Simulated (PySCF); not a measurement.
# CHBrF2 (Bromodifluoromethane): the cost of one run

Computed with PySCF 2.14.0 and routines of our own; the level stands in each step. Atoms count from 0.

### 1 The system as given

5 atoms, charge 0, multiplicity 1; geometry from: GFN2-xTB.

### 2 Optimising the geometry at PBE0-D3(BJ)/def2-SVP

The job: settings as JSON, then the geometry in Å.

```
{"job": {"xc": "PBE0", "basis": "def2-SVP", "d3": "d3bj", "grid": 1, "maxiter": 30, "shake": 0.01, "kind": "geom"}, "charge": 0, "multiplicity": 1}
F     -0.530350     1.089800    -0.548190
C     -0.140970     0.003330     0.051850
F     -0.691820    -1.037640    -0.580060
Br     1.842350    -0.098640    -0.059930
H     -0.445630     0.009180     1.098440
```

The run is started by

```sh
$ OMP_NUM_THREADS=1 python heavy_run.py task.json out
```

This one command runs all jobs of the session in turn.

Q: Estimate the wall time and peak memory of this first job on 1 thread of Arm Neoverse V1, shared host.

About 14 s, with a peak of 0.34 GiB.
